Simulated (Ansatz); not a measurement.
# CaC2: a short molecular-dynamics run

A trajectory of CaC2, a randomly packed cell with 12 atoms that was not relaxed first: 30 steps of 1 fs under a Langevin thermostat at 300 K.

Program: Ansatz 0.2.0. Level of theory: DFT PBE, plane waves, PAW, scalar-relativistic, no spin polarisation. These are calculated values, not measurements.

**1. The starting structure**

The cell holds 12 atoms (C8Ca4): a = 6.045 Å, b = 5.771 Å, c = 6.043 Å, α = 81.95°, β = 93.31°, γ = 89.31°.

Structure file:

```cif
data_structure
_symmetry_space_group_name_H-M 'P 1'
_symmetry_Int_Tables_number 1
_cell_length_a 6.0447
_cell_length_b 5.7708
_cell_length_c 6.0428
_cell_angle_alpha 81.953
_cell_angle_beta 93.307
_cell_angle_gamma 89.310
_cell_volume 208.33
loop_
_atom_site_label
_atom_site_type_symbol
_atom_site_fract_x
_atom_site_fract_y
_atom_site_fract_z
_atom_site_occupancy
Ca1 Ca 0.32532 0.88557 0.95238 1
Ca2 Ca 0.25910 0.23592 0.33953 1
Ca3 Ca 0.93746 0.50188 0.90674 1
Ca4 Ca 0.75320 0.42588 0.41206 1
C1 C 0.95500 0.05538 0.09051 1
C2 C 0.63859 0.14452 0.11162 1
C3 C 0.01601 0.13428 0.69340 1
C4 C 0.50846 0.45950 0.00005 1
C5 C 0.32010 0.42141 0.72157 1
C6 C 0.93839 0.84860 0.39480 1
C7 C 0.73520 0.80927 0.12061 1
C8 C 0.66802 0.05997 0.72866 1
```

**2. Dynamics**

Contents of input.yaml:

```yaml
crystal:
  lattice:
    - [5.986353, -0.416384, -0.726653]
    - [0.567908, 5.680257, 0.845495]
    - [0.3748, -0.075758, 6.030738]
  atoms:
    - { symbol: Ca, position: [0.325317, 0.885569, 0.95238] }
    - { symbol: Ca, position: [0.259101, 0.235924, 0.33953] }
    - { symbol: Ca, position: [0.937456, 0.501877, 0.906736] }
    - { symbol: Ca, position: [0.753196, 0.42588, 0.412062] }
    - { symbol: C, position: [0.955003, 0.055383, 0.090513] }
    - { symbol: C, position: [0.638593, 0.144521, 0.111623] }
    - { symbol: C, position: [0.016011, 0.134283, 0.693398] }
    - { symbol: C, position: [0.508462, 0.459503, 5.1e-05] }
    - { symbol: C, position: [0.320096, 0.421408, 0.721569] }
    - { symbol: C, position: [0.938393, 0.848601, 0.394804] }
    - { symbol: C, position: [0.735203, 0.809275, 0.120606] }
    - { symbol: C, position: [0.668021, 0.059966, 0.728657] }
kpoints:
  mp_grid: { grid: [3, 3, 3] }
magnetization:
  spin_polarized: false
scf:
  occupations: { method: fermi_dirac, width: 0.05 }
hamiltonian:
  pseudopotentials: { kind: paw }
  xc: pbe
basis:
  ecutwfc: 420
md:
  timestep: 1.0
  n_steps: 30
  ensemble: nvt_langevin
  temperature: 300.0
  initial_velocities: maxwell_boltzmann
  seed: 902720
```

Started as:

```
$ ansatz run input.yaml --threads 2 --pin off --max-ram 2560MiB --backend cpu --events-out ev --progress --plain --runs-dir out
```

Q: Predict the outcome of this session. Wanted: temperature, first and last step; temperature, second half; potential energy, second half; mean square displacement, second half.

**Answer**, as computed:

| quantity | value |
| --- | --- |
| length | 30 steps of 1 fs |
| temperature, first and last step | 275 and 4085 K |
| temperature, second half | mean 4931 K, from 4085 to 6138 K |
| potential energy, second half | -769 meV/atom from the start |
| mean square displacement, second half | C 0.192, Ca 0.018 Å² |

In words: Against a set 300 K the second half averages 4931 K with a spread of 609 K (in equilibrium 12 atoms would scatter by about 71 K, over a far longer run); the potential energy of that half lies 769 meV/atom under the start, so the atoms have moved to lower-lying arrangements, and the energy set free heats the cell. Bonds change: the first event comes at 12.0 fs (C5–C10 forms). Over the second half C atoms stand 0.4 Å (root mean square) from where they began, and the farthest move is 0.7 Å. A run of 30 fs with 12 atoms shows the motion but fixes no equilibrium value.
